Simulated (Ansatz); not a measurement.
# Ba4NaZrN4: the cost of one run

Method: DFT PBE, scalar-relativistic, plane waves, PAW, in Ansatz 0.2.0.

**1. The starting structure**

Symmetry: P4/mmm, No. 123, tetragonal system. The conventional cell has a = 4.234 Å, b = 4.234 Å, c = 13.121 Å, α = 90.00°, β = 90.00°, γ = 90.00°. Na (site symmetry 4/mmm) is surrounded by 2 N at 1.98 Å. Around Ba (site symmetry 4mm) lie 5 N at 2.79 to 3.00 Å. Around Ba (site symmetry 4mm) lie 5 N at 2.82 to 3.00 Å. Around Zr (site symmetry 4/mmm) lie 2 N at 1.95 Å. N (site symmetry 4mm) is surrounded by 1 Zr at 1.95 Å and 1 Ba at 2.79 Å. Around N (site symmetry 4mm) lie 1 Na at 1.98 Å and 1 Ba at 2.82 Å.

Coordinates:

```cif
data_structure
_symmetry_space_group_name_H-M 'P4/mmm'
_symmetry_Int_Tables_number 123
_cell_length_a 4.2342
_cell_length_b 4.2342
_cell_length_c 13.1211
_cell_angle_alpha 90.000
_cell_angle_beta 90.000
_cell_angle_gamma 90.000
_cell_volume 235.24
loop_
_atom_site_label
_atom_site_type_symbol
_atom_site_symmetry_multiplicity
_atom_site_Wyckoff_symbol
_atom_site_fract_x
_atom_site_fract_y
_atom_site_fract_z
_atom_site_occupancy
Na1 Na 1 a 0.00000 0.00000 0.00000 1
Ba1 Ba 2 h 0.50000 0.50000 0.13879 1
Ba2 Ba 2 g 0.00000 0.00000 0.63450 1
Zr1 Zr 1 d 0.50000 0.50000 0.50000 1
N1 N 2 h 0.50000 0.50000 0.35163 1
N2 N 2 g 0.00000 0.00000 0.84928 1
```

The cell is invented: species swapped into a database cell of Na4H4PdPt (P4/mmm, No. 123), with Ba on the Na sites, N on the H sites, Na on the Pd sites and Zr on the Pt sites. The dimensions are guesses.

**2. The guess as it stands, on a coarse mesh**

input.yaml

```yaml
crystal:
  lattice:
    - [4.23422883, 0.0, 0.0]
    - [0.0, 4.23422883, 0.0]
    - [0.0, 0.0, 13.12109755]
  atoms:
    - { symbol: Na, position: [0.0, 0.0, 0.0] }
    - { symbol: Ba, position: [0.5, 0.5, 0.138789] }
    - { symbol: Ba, position: [0.0, 0.0, 0.63449901] }
    - { symbol: Ba, position: [0.0, 0.0, 0.36550099] }
    - { symbol: Ba, position: [0.5, 0.5, 0.861211] }
    - { symbol: Zr, position: [0.5, 0.5, 0.5] }
    - { symbol: "N", position: [0.5, 0.5, 0.35162601] }
    - { symbol: "N", position: [0.0, 0.0, 0.84927899] }
    - { symbol: "N", position: [0.0, 0.0, 0.15072101] }
    - { symbol: "N", position: [0.5, 0.5, 0.64837399] }
basis:
  ecutwfc: 420
kpoints:
  mp_grid: { grid: [4, 4, 2] }
hamiltonian:
  xc: pbe
scf:
  occupations: { method: gaussian, width: 0.1 }
  lower_state_search: "off"
output:
  forces: true
  stress: true
  eigenvalues: true
```

Command:

```
$ ansatz run input.yaml --threads 1 --pin off --max-ram 2560MiB --backend cpu --events-out ev --progress --plain --runs-dir out
```

Q: Estimate wall time and peak memory on 1 thread of Intel Xeon Platinum 8488C (Sapphire Rapids), shared host.

About 9.3 s, with a peak of 0.56 GiB.
